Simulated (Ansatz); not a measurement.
# CAM-B3LYP/6-31G(d) (spherical functions) run of C3H11AlO (SMILES C[Al-](C)(C)[OH2+])

What is the electronic atomisation energy of C3H11AlO at CAM-B3LYP/6-31G* (spherical functions)? 

Program for the calculation: Ansatz 0.2.0.

71 further runs of the same task are left out: 2 that didn't finish, 69 set aside as unsound or not needed.

## Step 1: Starting point

C3H11AlO has 16 atoms, charge 0, and is taken as a singlet. SMILES: `C[Al-](C)(C)[OH2+]`. The coordinates come from a PBE0-D4/def2-TZVP relaxation. This is one conformer, not always the lowest.

Bond lengths: C1–Al2 1.979 Å, Al2–C3 1.979 Å, Al2–C4 1.966 Å, Al2–O5 2.056 Å, C1–H6 1.097 Å, C1–H7 1.096 Å, C1–H8 1.097 Å, C3–H9 1.097 Å, C3–H10 1.097 Å, C3–H11 1.096 Å, C4–H12 1.095 Å, C4–H13 1.096 Å, C4–H14 1.095 Å, O5–H15 0.964 Å, O5–H16 0.964 Å. Some angles: C1–Al2–C3 117.8°, C1–Al2–C4 117.9°, C1–Al2–O5 96.3°, C3–Al2–C4 118.0°, C3–Al2–O5 96.3°, C4–Al2–O5 102.6°, Al2–C1–H6 113.5°, Al2–C1–H7 110.5°, Al2–C1–H8 113.0°, Al2–C3–H9 113.0°.

## Step 2: The energy at CAM-B3LYP/6-31G(d) (spherical functions)

Contents of molecule.yaml:

```yaml
crystal:
  periodic: [false, false, false]
  atoms:
    - {symbol: C, position_ang: [-0.637980, 0.723110, -1.712710]}
    - {symbol: Al, position_ang: [0.085580, -0.140530, -0.085580]}
    - {symbol: C, position_ang: [1.698930, 0.654370, 0.740480]}
    - {symbol: C, position_ang: [-0.210750, -2.071140, 0.142530]}
    - {symbol: O, position_ang: [-1.268240, 0.678630, 1.227590]}
    - {symbol: H, position_ang: [-0.585750, 1.818080, -1.686750]}
    - {symbol: H, position_ang: [-0.069050, 0.414640, -2.597260]}
    - {symbol: H, position_ang: [-1.679210, 0.445600, -1.917720]}
    - {symbol: H, position_ang: [1.843550, 0.343900, 1.782560]}
    - {symbol: H, position_ang: [1.707300, 1.750610, 0.717030]}
    - {symbol: H, position_ang: [2.601530, 0.334090, 0.207600]}
    - {symbol: H, position_ang: [-0.016600, -2.405220, 1.167190]}
    - {symbol: H, position_ang: [0.454110, -2.651670, -0.507280]}
    - {symbol: H, position_ang: [-1.233710, -2.369370, -0.110180]}
    - {symbol: H, position_ang: [-0.808840, 1.221910, 1.877580]}
    - {symbol: H, position_ang: [-1.880870, 1.252980, 0.754900]}
basis:
  gaussian:
    orbitals: 6-31G_st_-spherical.json
output: {orbitals: {seedname: orbitals}}
accuracy: high
hamiltonian:
  xc: {name: CAM-B3LYP}
```

The basis set 6-31G* is read from a file made from the Basis Set Exchange's data (not shown).

Run with:

```
$ ansatz run molecule.yaml --threads 1 --pin off --max-ram 3480MiB --events-out events.jsonl --progress --plain --runs-dir runs
```

Standard output:

```text
Warning: RAYON_NUM_THREADS=1 ignored (pool sized by the plan → 1); use --threads N
Functional definition: CAM-B3LYP
  name "CAM-B3LYP"
  parameter alpha = 0.19
  parameter beta = 0.46
  parameter omega = 0.33/bohr
  parameter ac = 0.81
  exchange = (1 - alpha - beta)*b88_x + beta*b88_x_sr(omega) + alpha*exact_x + beta*exact_x_lr(omega)
  correlation = (1 - ac)*vwn5_c + ac*lyp_c
2389 factors; integrals over basis functions are off by at most 5.8e-9 eV
556 factors; integrals over basis functions are off by at most 2.5e-9 eV
mean field evaluation 1: about -11921.2925 eV, gradient 6.9e1 eV
mean field evaluation 2: about -11923.1631 eV, gradient 6.3e1 eV
mean field evaluation 4: about -11931.7732 eV, gradient 1.7e0 eV
mean field evaluation 8: about -11932.0101 eV, gradient 7.6e-2 eV
mean field evaluation 16: about -11932.0101 eV, gradient 9.8e-6 eV
mean field -11932.01011300 eV, -438.4932838458 hartree, gradient 1.7e-8 eV, S^2 0.000000; 0 other end points of the search recorded, 0 dependent functions left out
reference -11932.01013677 eV, -438.4932847193 hartree; 25, 25 occupied and 71, 71 virtual orbitals, 2389 factors
Total energy: -11932.01013677 eV, -438.4932847193 hartree
```

It took 16 s on 1 thread of Arm Neoverse V1, shared host; peak memory 0.45 GiB.

## Step 3: The Al atom

Contents of in.yaml:

```yaml
crystal:
  periodic: [false, false, false]
  atoms:
    - {symbol: Al, position_ang: [0.000000, 0.000000, 0.000000]}
basis:
  gaussian:
    orbitals: 6-31G_st_-spherical.json
magnetization:
  spin_polarized: true
  initial_magnetization: 1
hamiltonian:
  xc: {name: CAM-B3LYP}
accuracy: high
```

The basis set 6-31G* is read from a file made from the Basis Set Exchange's data (not shown).

Run the same way, it converges to -242.34657 Eh (log not shown).

## Step 4: The C atom, same level

Contents of in.yaml:

```yaml
crystal:
  periodic: [false, false, false]
  atoms:
    - {symbol: C, position_ang: [0.000000, 0.000000, 0.000000]}
basis:
  gaussian:
    orbitals: 6-31G_st_-spherical.json
magnetization:
  spin_polarized: true
  initial_magnetization: 2
hamiltonian:
  xc: {name: CAM-B3LYP}
accuracy: high
```

The basis set 6-31G* is read from a file made from the Basis Set Exchange's data (not shown).

Run the same way, it converges to -37.82190 Eh (log not shown).

## Step 5: The H atom

Contents of run.yaml:

```yaml
basis:
  gaussian: {orbitals: "6-31G*"}
crystal:
  periodic: [false, false, false]
  atoms:
    - {symbol: H, position_ang: [0.000000, 0.000000, 0.000000]}
magnetization: {spin_polarized: true, initial_magnetization: 1}
hamiltonian: {xc: {name: CAM-B3LYP}}
accuracy: high
```

Run the same way, it converges to -0.49683 Eh (log not shown).

## Step 6: The O atom at the same level

Contents of run.yaml:

```yaml
crystal:
  periodic: [false, false, false]
  atoms:
    - {symbol: O, position_ang: [0.000000, 0.000000, 0.000000]}
basis:
  gaussian:
    orbitals: 6-31G_st_-spherical.json
magnetization:
  spin_polarized: true
  initial_magnetization: 2
hamiltonian:
  xc: {name: CAM-B3LYP}
accuracy: high
```

The basis set 6-31G* is read from a file made from the Basis Set Exchange's data (not shown).

Run the same way, it converges to -75.03601 Eh (log not shown).

## Step 7: Results

At CAM-B3LYP/6-31G* (spherical functions):

| quantity | value |
| --- | --- |
| molecule: total energy | -438.49328 Eh |
| molecule: HOMO energy | -7.96 eV |
| molecule: LUMO energy | 1.33 eV |
| molecule: HOMO–LUMO gap | 9.29 eV |
| Al atom: total energy | -242.34657 Eh |
| Al atom: ⟨S²⟩ | 0.753 |
| C atom: total energy | -37.82190 Eh |
| C atom: ⟨S²⟩ | 2.002 |
| H atom: total energy | -0.49683 Eh |
| H atom: ⟨S²⟩ | 0.750 |
| O atom: total energy | -75.03601 Eh |
| O atom: ⟨S²⟩ | 2.002 |
| electronic atomisation energy | 59.318 eV |

Taking the molecule apart into free atoms costs 59.32 eV (1368 kcal/mol), before zero-point energy and without spin-orbit coupling.
